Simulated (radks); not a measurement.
**Ionisation of Eu: one atom, several choices of exchange strength α**

An exercise on one series of results from a longer session: the logs are not shown, and one member is left open.

Program: radks (a radial shooting solver on a logarithmic mesh, Libxc functionals) version 1. Level of theory: Dirac Kohn-Sham, spin-unpolarised, spherical densities, finite nucleus; open shells fill j = l - 1/2 first. These are calculated values, not measurements, unless marked.

## The atom as given

| Item | Value |
| --- | --- |
| element | europium (Z = 63) |
| charge | 0 |
| electrons | 63 |
| configuration | [Xe] 4f7 6s2 |
| ion | Eu⁺, [Xe] 4f7 6s1 |
| choices | α = 0.625; α = 0.656; α = 0.667; α = 0.706; α = 0.77; α = 0.851; α = 0.863; α = 0.887 |

The first run:

The run's settings:

```text
Z 63
configuration [Xe] 4f7 6s2
relativity Dirac
functional xalpha 0.625
spin unpolarised
j_filling energy
nucleus finite rms 5.1115 fm
c 137.035999084
```

Steps of the session up to this table: α = 0.625: Eu.

One table of the session follows, with a row left open; its other results are not shown here.

It belongs to the step «α = 0.625: Eu». Sizes of the orbitals, from the radial functions (bohr):

```
level     <r>  outermost maximum (interpolated)  90 % within  nodes
4d3/2  0.6500                             0.569        0.979      1
4d5/2  0.6606                             0.578        0.995      1
5s1/2   1.385                              1.23         2.00      4
5p1/2   1.571                              1.35         2.32      3
5p3/2       ?                                 ?            ?      ?
6s1/2   4.385                              3.63         6.57      5
4f5/2  0.9974                             0.592         1.77      0
4f7/2   1.029                             0.597         1.83      0
```

**Question.** Estimate the row for 5p3/2.

**Answer.** <r>: 1.676; outermost maximum (interpolated): 1.43; 90 % within: 2.48; nodes: 3. In the column «<r>» it lies between 5p1/2 (1.571) and 6s1/2 (4.385).

Limits of these values: Spin polarisation and multiplet splitting are left out, so open shells lie too high by an amount that depends on their filling.
